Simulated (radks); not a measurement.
**Ru⁴⁺ in [Kr] 4d4: an all-electron calculation**

What are the levels of the ruthenium ion Ru4+, how large are its shells, and how does its energy divide?

The numbers are computed with radks (a radial shooting solver on a logarithmic mesh, Libxc functionals) version 1 (scalar-relativistic Kohn-Sham, PBE, spin-polarised, spherical densities, point nucleus; open shells are filled with parallel spins first), except any that are marked as measured or tabulated.

## Step 1: The atom as given

```
element       : ruthenium (Z = 44)
charge        : +4
electrons     : 40
configuration : [Kr] 4d4
```

Outer shells as boxes (Hund's rule):

Ru⁴⁺
```
[Kr] core
4d [↑ ][↑ ][↑ ][↑ ][  ]
```

## Step 2: Self-consistent calculation

Settings of this run:

```text
Z 44
configuration [Kr] 4d4
relativity scalar-relativistic
functional pbe,pbe
spin polarised
nucleus point
c 137.035999084
```

Launch:

```console
> python run_ks.py task.json out
```

All runs below come from this command, one after another.

What does the calculation give?

The runs gave:

```
                        quantity                   value
                    total energy     -4527.18821 hartree
exchange-correlation share of it                  2.91 %
                            −T/E                  1.0342
          highest occupied level       4d up, -53.347 eV
    most extended occupied level  4d up, <r> = 1.36 bohr
 radius at density 0.001 e/bohr³               2.99 bohr
    maxima of the radial density                       4
         ionisation energy, NIST          59 (theory) eV
```

What this shows: 4 principal shells are occupied and 4 maxima appear in the radial density. Relativity lifts −T/E to 1.034. The top level binds by 53.347 eV, 90 % of the NIST ionisation energy of 59 eV. Open shells are spherical and high-spin; term and fine-structure splittings are not resolved.
